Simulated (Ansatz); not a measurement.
**Ir: pressure up to the limit of the methods**

Aim: compress Ir (fcc type) step by step, far beyond the usual range, and follow pressure and electronic structure. Methods of the runs shown: PAW. Its runs: cell relaxed at zero pressure (PAW); volume scaled by 1 (PAW); volume scaled by 0.94 (PAW and PAW (cutoff 800 eV)); volume scaled by 0.88 (PAW); volume scaled by 0.8 (PAW and PAW (cutoff 800 eV)); volume scaled by 0.72 (PAW); volume scaled by 0.64 (PAW and PAW (core large)); volume scaled by 0.55 (PAW); volume scaled by 0.45 (PAW and PAW (cutoff 600 eV)).

Computed with Ansatz 0.2.0 (DFT LDA, with the methods named in each step, unless a step's input says otherwise).

## 1. The structure to begin with

It takes space group Fm-3m (No. 225, cubic). The conventional cell has a = 3.839 Å, b = 3.839 Å, c = 3.839 Å, α = 90.00°, β = 90.00°, γ = 90.00°. Around Ir (site symmetry m-3m) lie 12 Ir at 2.71 Å.

Coordinates:

```
Ir
1.0
     0.00000    1.91974    1.91974
     1.91974    0.00000    1.91974
     1.91974    1.91974    0.00000
Ir
1
Cartesian
  0.0000 0.0000 0.0000
```

Whether this phase is the stable one at these pressures isn't tested.

## 2. Cell relaxed at zero pressure, PAW

Contents of input.yaml:

```yaml
crystal:
  lattice:
    - [0.0, 1.9197388244, 1.9197388244]
    - [1.9197388244, 0.0, 1.9197388244]
    - [1.9197388244, 1.9197388244, 0.0]
  atoms:
    - { symbol: Ir, position: [0.0, 0.0, 0.0] }
kpoints:
  mp_grid: { grid: [19, 19, 19] }
scf:
  occupations: { method: fermi_dirac, width: 0.08 }
hamiltonian:
  xc: lda
  pseudopotentials: { kind: paw }
output:
  forces: true
  stress: true
relax:
  f_tol: 0.005
  max_steps: 40
  cell: {}
```

The run is started by

```bash
$ ansatz run input.yaml --threads 1 --pin off --max-ram 2048MiB --backend cpu --events-out ev --progress --plain --runs-dir out
```

Further steps of the session: Volume scaled by 1, PAW; Volume scaled by 0.94, PAW; Volume scaled by 0.94, PAW (cutoff 800 eV); Volume scaled by 0.88, PAW; Volume scaled by 0.8, PAW; Volume scaled by 0.8, PAW (cutoff 800 eV); Volume scaled by 0.72, PAW; Volume scaled by 0.64, PAW; Volume scaled by 0.64, PAW (core large); Volume scaled by 0.55, PAW; Volume scaled by 0.45, PAW; Volume scaled by 0.45, PAW (cutoff 600 eV).

Q: Predict the outcome of this session. Wanted: PAW pressure at 0.45 of the volume; fitted bulk modulus at zero pressure.

As calculated:

```
                                          quantity       value
                PAW pressure at 0.45 of the volume  2080.6 GPa
PAW (cutoff 600 eV) pressure at 0.45 of the volume  2079.8 GPa
        fitted bulk modulus at zero pressure (PAW)     429 GPa
                           its pressure derivative        4.45
```

What this shows: At 0.45 of the starting volume PAW gives 2081 GPa. A third-order Birch-Murnaghan curve fits the range only roughly (B₀ = 429 GPa, B′ = 4.45, misfit at most 26.05 GPa). A fit over so wide a range leans to the high pressures, so B₀ can be off by several per cent. No all-electron run checks these rows here, and frozen cores can fail under such compression. The ions are at rest, and the electrons smeared by 0.08 eV. Spin-orbit coupling is left out, though the cell holds Ir; in elements this heavy it can shift bands and gaps by tenths of an eV.
